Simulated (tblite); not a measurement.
# C25H16N: the cost of one run

Computed with tblite 0.8.0 and PySCF 2.14.0 and routines of our own; the level stands in each step. Atoms count from 0.

## 1. The starting structure

42 atoms, charge 1, multiplicity 1; geometry from: force field, distance geometry or constructed start.

## 2. Relaxing the molecule with GFN2-xTB

Job settings and geometry (Å):

```
{"job": {"kind": "relax", "xc": "GFN2-xTB", "basis": "xTB"}, "charge": 1, "multiplicity": 1}
C      6.560300    -0.185000    -0.420500
C      6.215500     1.140900    -0.150300
C      4.887600     1.489100     0.050700
C      3.864500     0.529900    -0.037000
C      2.513500     0.861300     0.162900
C      1.492700    -0.104700     0.070000
C      0.136600     0.229500     0.249400
C     -0.927600    -0.702300     0.143400
C     -0.521500    -2.055200    -0.032800
C     -1.465100    -3.078500     0.026500
C     -2.792600    -2.800200     0.301900
C     -3.234000    -1.483600     0.433700
C     -4.570100    -1.283100     0.747400
C     -5.057900    -0.005100     0.850800
N     -4.309900     1.086700     0.572300
C     -4.897100     2.309200     0.632300
C     -4.245500     3.468600     0.239200
C     -2.964100     3.375400    -0.249600
C     -2.345600     2.136900    -0.276400
C     -2.971600     0.942900     0.203200
C     -2.357100    -0.380100     0.259400
C      0.823900    -2.394000    -0.228600
C      1.844200    -1.430300    -0.186700
C      3.186000    -1.783200    -0.386400
C      4.207800    -0.811500    -0.308700
C      5.550500    -1.155100    -0.498900
H      7.596800    -0.457600    -0.569900
H      6.996300     1.895400    -0.077100
H      4.643600     2.530800     0.262600
H      2.258400     1.898400     0.377300
H     -0.057100     1.252500     0.552500
H     -1.161900    -4.116900    -0.091900
H     -3.477400    -3.640200     0.403200
H     -5.234600    -2.126000     0.921900
H     -6.100500     0.156200     1.123200
H     -5.926400     2.361700     0.967400
H     -4.756000     4.427300     0.277600
H     -2.443000     4.266100    -0.617100
H     -1.362700     2.089500    -0.745300
H      1.093100    -3.435400    -0.387800
H      3.455900    -2.817100    -0.586400
H      5.848000    -2.187300    -0.712900
```

Launch:

```bash
$ OMP_NUM_THREADS=1 python large_run.py task.json out
```

The driver reads the jobs from task.json and runs them one after another.

**Question.** How long does this first job take on 1 thread of Arm Neoverse V1, shared host, and how much memory does it need?

About 2.3 s, with a peak of 0.18 GiB.
